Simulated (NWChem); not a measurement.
# SiCl4 (silicon tetrachloride): levels of theory compared

Wanted: a comparison of 3 runs (BHLYP/cc-pVDZ, M06-2X/cc-pVDZ, CAM-B3LYP/cc-pVDZ) of SiCl4 (silicon tetrachloride). 

The calculation is run with NWChem 7.3.0.

4 further runs of the same task are left out: 4 that didn't finish.

### Step 1. The system as given

SiCl4 has 5 atoms, charge 0, and is taken as a singlet. As SMILES, `Cl[Si](Cl)(Cl)Cl`. The Si2–Cl5 distance was set to 4.447 Å, away from the relaxed value. At this shape a bond of the SMILES string is far longer than usual.

Bond lengths: Cl1–Si2 2.021 Å, Si2–Cl3 2.022 Å, Si2–Cl4 2.022 Å. Angles: Cl1–Si2–Cl3 109.5°, Cl1–Si2–Cl4 109.5°, Cl3–Si2–Cl4 109.5°.

### Step 2. The energy at BHLYP/cc-pVDZ (run 1)

cl4si.nw reads:

```
start cl4si
title "Cl4Si"
memory 2200 mb

geometry units angstroms noautosym nocenter noautoz
  Cl    -1.621766    -2.374939     2.229344
  Si    -0.649166    -2.302039     0.458744
  Cl     0.996234    -3.473239     0.545144
  Cl    -1.871266    -2.964239    -1.009056
  Cl     0.559300     1.891400    -0.397500
end

basis "ao basis" spherical bse
  * library cc-pVDZ
end

dft
  xc bhlyp
  grid fine
  convergence energy 1e-08
  maxiter 100
  mulliken
  print low
end

task dft energy
```

On the command line:

```bash
nwchem cl4si.nw > cl4si.out
```

Standard output:

```text
[...]
 d= 0,ls=0.0,diis     1  -2130.1009065736 -2.57D+03  6.02D-02  9.09D-01     6.8
[...]
 d= 0,ls=0.5,diis    38  -2130.3094471464 -7.89D-09  7.88D-07  6.14D-08   168.8
         Total DFT energy =    -2130.309447152105
      One electron energy =    -3814.449308792382
           Coulomb energy =     1379.900857099954
    Exchange-Corr. energy =     -133.935566707070
 Nuclear repulsion energy =      438.174571247394
[...]
      Total Density - Mulliken Population Analysis
     ---------------------------------------------
    Atom       Charge   Shell Charges
 -----------   ------   -------------------------------------------------------
    1 Cl  17    17.08   2.00  2.02  0.97  0.93  6.00  3.07  2.06  0.03
    2 Si  14    13.34   2.00  2.02  0.88  0.24  6.01  1.26  0.46  0.49
    3 Cl  17    17.08   2.00  2.02  0.97  0.93  6.00  3.07  2.06  0.03
    4 Cl  17    17.08   2.00  2.02  0.97  0.93  6.00  3.07  2.06  0.03
    5 Cl  17    17.40   2.00  2.02  0.96  1.03  6.00  2.94  2.46  0.00
[...]
```

Run time: 2.9 min. Hardware: 1 thread of Intel Xeon 6975P-C (Granite Rapids), shared host; peak memory 0.12 GiB.

### Step 3. A single-point energy at M06-2X/cc-pVDZ (run 2)

cl4si.xyz reads:

```xyz
5

Cl    -1.621766    -2.374939     2.229344
Si    -0.649166    -2.302039     0.458744
Cl     0.996234    -3.473239     0.545144
Cl    -1.871266    -2.964239    -1.009056
Cl     0.559300     1.891400    -0.397500
```

cl4si.nw reads:

```
start cl4si
memory stack 880 mb heap 220 mb global 1100 mb

geometry units angstrom noautosym nocenter noautoz
 load cl4si.xyz
end

basis spherical bse
 * library cc-pVDZ
end

dft
 xc m06-2x
 grid fine
 convergence energy 1e-08
 iterations 100
 mulliken
 print low
end

task dft
```

On the command line:

```bash
nwchem cl4si.nw > cl4si.out
```

Standard output:

```text
[...]
 d= 0,ls=0.0,diis     1  -2129.9950120723 -2.57D+03  5.88D-02  9.14D-01     6.6
[...]
 d= 0,ls=0.5,diis    36  -2130.2130240215 -9.41D-09  1.59D-06  6.72D-08   181.0
         Total DFT energy =    -2130.213024028113
      One electron energy =    -3814.704767905566
           Coulomb energy =     1380.170168617713
    Exchange-Corr. energy =     -133.852995987653
 Nuclear repulsion energy =      438.174571247394
[...]
      Total Density - Mulliken Population Analysis
     ---------------------------------------------
    Atom       Charge   Shell Charges
 -----------   ------   -------------------------------------------------------
    1 Cl  17    17.06   2.00  2.02  0.97  0.92  6.00  3.07  2.05  0.02
    2 Si  14    13.43   2.00  2.02  0.88  0.27  6.01  1.28  0.49  0.49
    3 Cl  17    17.06   2.00  2.02  0.97  0.92  6.00  3.07  2.05  0.02
    4 Cl  17    17.06   2.00  2.02  0.97  0.92  6.00  3.07  2.05  0.02
    5 Cl  17    17.38   2.00  2.02  0.96  1.03  6.00  2.94  2.45  0.00
[...]
```

Run time: 3.1 min. Hardware: 1 thread of Intel Xeon 6975P-C (Granite Rapids), shared host; peak memory 0.11 GiB.

### Step 4. A single-point energy at CAM-B3LYP/cc-pVDZ (run 3)

sp.nw reads:

```
start sp
title "Cl4Si"
memory 2200 mb
geometry units angstrom noautosym nocenter noautoz
  Cl    -1.621766    -2.374939     2.229344
  Si    -0.649166    -2.302039     0.458744
  Cl     0.996234    -3.473239     0.545144
  Cl    -1.871266    -2.964239    -1.009056
  Cl     0.559300     1.891400    -0.397500
end
basis spherical bse
  * library cc-pVDZ
end
dft
  xc xcamb88 1.00 lyp 0.81 vwn_5 0.19 hfexch 1.00
  cam 0.33 cam_alpha 0.19 cam_beta 0.46
  grid fine
  convergence energy 1e-08
  direct
  maxiter 100
  mulliken
end
task dft energy
```

On the command line:

```bash
nwchem sp.nw > sp.out
```

Standard output:

```text
[...]
          Wavefunction type:  closed shell.
          No. of atoms     :     5
          No. of electrons :    82
[...]
          Charge           :     0
          Spin multiplicity:     1
[...]
          AO basis - number of functions:    90
[...]
              XC Information
              --------------
                     Hartree-Fock (Exact) Exchange  1.000
                   CAM-Becke88 Exchange Functional  1.000
                      VWN V Correlation Functional  0.190 local
              Lee-Yang-Parr Correlation Functional  0.810
[...]
 d= 0,ls=0.0,diis     1  -2130.1366497291 -2.57D+03  5.87D-02  1.13D+00     7.6
[...]
 d= 0,ls=0.5,diis    36  -2130.3613018437 -7.72D-09  9.31D-07  4.94D-08   270.4
         Total DFT energy =    -2130.361301849030
      One electron energy =    -3814.461227575846
           Coulomb energy =     1379.868836845871
    Exchange-Corr. energy =     -133.943482366448
 Nuclear repulsion energy =      438.174571247394
[...]
      Total Density - Mulliken Population Analysis
     ---------------------------------------------
    Atom       Charge   Shell Charges
 -----------   ------   -------------------------------------------------------
    1 Cl  17    17.05   2.00  2.03  0.97  0.91  6.00  3.09  2.03  0.02
    2 Si  14    13.45   2.00  2.02  0.88  0.27  6.01  1.28  0.50  0.49
    3 Cl  17    17.05   2.00  2.03  0.97  0.91  6.00  3.09  2.03  0.02
    4 Cl  17    17.05   2.00  2.03  0.97  0.91  6.00  3.09  2.03  0.02
    5 Cl  17    17.39   2.00  2.02  0.95  1.03  6.00  2.95  2.43  0.00
[...]
```

It took 4.7 min on 1 thread of Intel Xeon 6975P-C (Granite Rapids), shared host; peak memory 0.12 GiB.

### Step 5. Overview of the runs

```csv
run,level,energy (Eh),wall time
1,BHLYP/cc-pVDZ,-2130.309447,2.9 min
2,M06-2X/cc-pVDZ,-2130.213024,3.1 min
3,CAM-B3LYP/cc-pVDZ,-2130.361302,4.7 min
```

### Step 6. What came out

```
            quantity           value
 run 3: total energy  -2130.36130 Eh
run 3: dipole moment          7.98 D
  run 3: HOMO energy        -8.04 eV
  run 3: LUMO energy        -5.19 eV
run 3: HOMO–LUMO gap         2.85 eV
```

Totals of different functionals can't be ranked against each other. In runs 1, 2, 3 a closed-shell determinant meets a far-stretched bond, which it describes badly. All runs together took 11 min, the longest 4.7 min.
